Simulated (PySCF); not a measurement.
# BeC (triplet): the SCF solver's settings

Do solver options change the result for BeC (triplet), or only the number of cycles?

Computed with PySCF 2.14.0. Level: each script names its method and basis.

3 further runs of the same task are left out: 3 that didn't finish.

## (1) The system as given

BeC (triplet): 2 atoms, charge 0, spin multiplicity 3.

Bond lengths: Be1–C2 1.670 Å.

## (2) The run that the others are compared with

Input file input.py:

```python
from pyscf import gto, dft
from pyscf.geomopt.geometric_solver import optimize

mol = gto.M(
    atom='Be 0 0 0; C 0 0 1.67',
    basis='6-31+g*',
    charge=0,
    spin=2,
    verbose=4,
)
mf = dft.UKS(mol, xc='m062x')
mf.kernel()
g = mf.nuc_grad_method()
g.grid_response = True
mol_eq = optimize(g.as_scanner(), maxsteps=30)
print('optimised geometry (angstrom)')
print(mol_eq.tostring('raw'))
print('orbital energies (hartree):', [e[max(0, n-3):n+3].round(4) for e, n in zip(mf.mo_energy, mol.nelec)])
```

On the command line:

```console
OMP_NUM_THREADS=1 python input.py
```

The log of this run is left out.

Base result: at the starting geometry E(SCF) = -52.560392 Eh, ⟨S²⟩ = 2.130, optimised bond 1.660 Å in 3 steps; the optimisation lowers the energy by 0.001 eV.

The triplet is typed in the script; nothing here shows that it is the ground state.

## (3) Initial guess atom

Variant 1 changes initial guess: minao → atom.

Input file input.py:

```python
from pyscf import gto, dft
from pyscf.geomopt.geometric_solver import optimize

mol = gto.M(
    atom='Be 0 0 0; C 0 0 1.67',
    basis='6-31+g*',
    charge=0,
    spin=2,
    verbose=4,
)
mf = dft.UKS(mol, xc='m062x')
mf.init_guess = 'atom'
mf.kernel()
g = mf.nuc_grad_method()
g.grid_response = True
mol_eq = optimize(g.as_scanner(), maxsteps=30)
print('optimised geometry (angstrom)')
print(mol_eq.tostring('raw'))
print('orbital energies (hartree):', [e[max(0, n-3):n+3].round(4) for e, n in zip(mf.mo_energy, mol.nelec)])
```

On the command line:

```console
OMP_NUM_THREADS=1 python input.py
```

## (4) Damping 0.2

Variant 2 changes damping: none → 0.2.

Edit input.py of step 2 so:

```diff
@@ -11,2 +11,4 @@
 mf = dft.UKS(mol, xc='m062x')
+mf.damp = 0.2
+mf.diis_start_cycle = 8
 mf.kernel()
```

## (5) Smearing width 0.005 hartree

Variant 3 changes smearing width: none → 0.005 hartree; step after the SCF: optimize → none.

Input file input.py:

```python
from pyscf import gto, dft, scf

mol = gto.M(
    atom='Be 0 0 0; C 0 0 1.67',
    basis='6-31+g*',
    charge=0,
    spin=2,
    verbose=4,
)
mf = dft.UKS(mol, xc='m062x')
mf = scf.addons.smearing_(mf, sigma=0.005, method='fermi')
mf.kernel()
mf.dip_moment()
print('orbital energies (hartree):', [e[max(0, n-3):n+3].round(4) for e, n in zip(mf.mo_energy, mol.nelec)])
```

## (6) Level shift 0.3 hartree

Variant 4 changes level shift: none → 0.3 hartree.

Edit input.py of step 2 so:

```diff
@@ -11,2 +11,3 @@
 mf = dft.UKS(mol, xc='m062x')
+mf.level_shift = 0.3
 mf.kernel()
```

What does the calculation give? Wanted: for each run, E(SCF); from base; gap, α spin; SCF dipole; after the SCF.

The runs gave:

```tsv
run	E(SCF) (hartree)	from base (eV)	cycles	gap, α spin (eV)	SCF dipole (D)	after the SCF
base	-52.560392	0	19	4.60	n/a	bond 1.660 Å, -0.001 eV
initial guess atom	-52.560392	0.0000	22	4.60	n/a	bond 1.660 Å, -0.001 eV
damping 0.2	-52.582288	-0.5958	20	3.62	n/a	bond 1.670 Å, 0.000 eV
smearing width 0.005 hartree	-52.448195	not comparable	9	n/a	4.24	n/a
level shift 0.3 hartree	-52.560392	0.0000	37	4.60	n/a	bond 1.660 Å, -0.001 eV
```

SCF columns refer to the geometry typed in the script.

Distance from each run's final energy (log10 hartree) by cycle:

```tsv
run	cycle 1	cycle 2	cycle 3	cycle 5	cycle 8	cycle 12
base	-2.1	-2.7	-2.8	-2.2	-3.7	-7.6
initial guess atom	-0.9	-0.2	-2.9	-2.2	-3.0	-6.4
damping 0.2	-1.5	-1.7	-1.7	-1.6	-1.0	-2.6
smearing width 0.005 hartree	-1.8	-1.6	-2.9	-4.2	-9.7	done
level shift 0.3 hartree	-1.5	-2.2	-3.1	-2.4	-2.3	-2.7
```

No change of the SCF energy comes from initial guess atom or level shift 0.3 hartree. With damping 0.2 the SCF ends in another solution, 0.60 eV lower: the path to self-consistency decides the state here. The base needs 19 cycles and the run with level shift 0.3 hartree needs 37.
